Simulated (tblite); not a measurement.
# B2Br6: the cost of one run

Programs: tblite 0.8.0 and PySCF 2.14.0. All values are calculated, for the isolated system unless a continuum is named. Atoms count from 0, parts from 1.

## 1. Starting point

8 atoms, charge 0, multiplicity 1; geometry: rigid parts in contact. Parts: 1 = atoms 0–3, `BrB(Br)Br`, charge 0; 2 = atoms 4–7, `BrB(Br)Br`, charge 0.

## 2. Search for minima with GFN2-xTB

Job settings and geometry (Å):

```
{"job": {"kind": "dock", "xc": "GFN2-xTB", "basis": "xTB"}, "charge": 0, "multiplicity": 1, "parts": [{"atoms": "0-3", "charge": 0, "multiplicity": 1}, {"atoms": "4-7", "charge": 0, "multiplicity": 1}]}
Br     1.578837    -0.918694     0.438038
B      0.000153     0.000030    -0.000028
Br    -0.086446     1.022329    -1.573424
Br    -1.492544    -0.103665     1.135414
Br     0.174743    -0.495123     3.968847
B      1.698064    -1.442587     4.525623
Br     1.851663    -3.277302     4.153605
Br     3.068394    -0.555168     5.454500
```

With the program's defaults for keys left out, this is: GFN2-xTB search for minima from random contacts, gas phase.

Started as:

```
$ OMP_NUM_THREADS=1 python cluster_run.py task.json out
```

One launch serves the whole session: the jobs run in the order shown.

**Question.** How long does this first job take on 1 thread of Arm Neoverse V1, shared host?

About 3.8 s.
